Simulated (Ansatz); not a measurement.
# CH5FOSeSi: the cost of one run

Program: Ansatz 0.2.0, driven from Python. The levels of theory stand in the script. These are calculated values, not measurements.

## 1. Starting point

Bond lengths: C1–Si2 1.834 Å, Si2–O3 1.687 Å, Si2–F4 1.702 Å, Si2–Se5 2.283 Å, C1–H6 1.155 Å, C1–H7 1.063 Å, C1–H8 1.134 Å, O3–H9 0.994 Å, Se5–H10 1.527 Å. Angles: C1–Si2–O3 108.1°, C1–Si2–F4 111.3°, C1–Si2–Se5 111.4°, O3–Si2–F4 108.1°, O3–Si2–Se5 109.6°, F4–Si2–Se5 108.3°, Si2–C1–H6 109.3°, Si2–C1–H7 112.6°, Si2–C1–H8 107.2°, H6–C1–H7 111.0°, H6–C1–H8 104.3°, H7–C1–H8 112.1°, Si2–O3–H9 108.6°, Si2–Se5–H10 90.4°.

No structure file is read: the coordinates are typed or built in the script.

## 2. The code

ch5fosesi.py

```python
"""CH5FOSeSi at several levels of theory."""

from pathlib import Path

import ansatz
import numpy as np


def main() -> None:
    geometry = (
        ansatz.Crystal.molecule()
        .atom("C", (-1.2992, -0.4607, 0.3916))
        .atom("Si", (0.3577, -0.0087, -0.2511))
        .atom("O", (1.4517, -0.0722, 1.0321))
        .atom("F", (0.8782, -1.1057, -1.4432))
        .atom("Se", (0.358, 2.0869, -1.1559))
        .atom("H", (-1.6381, 0.3307, 1.161))
        .atom("H", (-1.3209, -1.4361, 0.8139))
        .atom("H", (-2.0335, -0.35, -0.4656))
        .atom("H", (1.4792, -1.0034, 1.3788))
        .atom("H", (1.8501, 1.9681, -1.4587))
    )

    calc = (
        geometry.calculation()
        .basis(gaussian="def2-SVP")
        .scf(lower_state_search="standard")
    )

    print("functional    E (Ha)        dipole (D)   HOMO (eV)  LUMO (eV)")
    for name in ["pbe", "lc_wpbe", "hse06", "r2scan0", "pbe0", "b3lyp"]:
        data = calc.functional(name).forces().orbitals().run(threads=1, backend="cpu", runs_dir="runs").report
        lines = Path(data["orbitals_path"]).read_text().splitlines()
        field_of = lambda key: [line.split("=")[1].strip() for line in lines if line.startswith(key)]
        orbitals = [(27.211386 * float(e), s, float(n)) for e, s, n in zip(field_of("Ene="), field_of("Spin="), field_of("Occup="))]
        homo = max(e for e, _, n in orbitals if n > 0.5)
        lumo = min(e for e, _, n in orbitals if n < 0.5)
        dipole = 4.803205 * np.linalg.norm(data["charge_distribution"]["dipole_moment_e_ang"])
        print(f"{name:10s} {data['free_energy_ev'] / 27.211386246:14.6f} {dipole:9.3f} {homo:11.3f} {lumo:10.3f}")


if __name__ == "__main__":
    main()
```

## 3. The calls as engine input

The package turns the script's settings into the engine's input (first run):

```yaml
crystal:
  periodic: [false, false, false]
  atoms:
    - { symbol: C, position_ang: [-1.2992, -0.4607, 0.3916] }
    - { symbol: Si, position_ang: [0.3577, -0.0087, -0.2511] }
    - { symbol: O, position_ang: [1.4517, -0.0722, 1.0321] }
    - { symbol: F, position_ang: [0.8782, -1.1057, -1.4432] }
    - { symbol: Se, position_ang: [0.358, 2.0869, -1.1559] }
    - { symbol: H, position_ang: [-1.6381, 0.3307, 1.161] }
    - { symbol: H, position_ang: [-1.3209, -1.4361, 0.8139] }
    - { symbol: H, position_ang: [-2.0335, -0.35, -0.4656] }
    - { symbol: H, position_ang: [1.4792, -1.0034, 1.3788] }
    - { symbol: H, position_ang: [1.8501, 1.9681, -1.4587] }
basis:
  gaussian:
    orbitals: def2-SVP
hamiltonian:
  xc: pbe
scf:
  lower_state_search: standard
output:
  orbitals: {}
  forces: true
```

## 4. Launch

Started as:

```sh
python ch5fosesi.py
```

What time and memory should one allow on 1 thread of Arm Neoverse V1, shared host?

About 43 s, with a peak of 0.36 GiB.
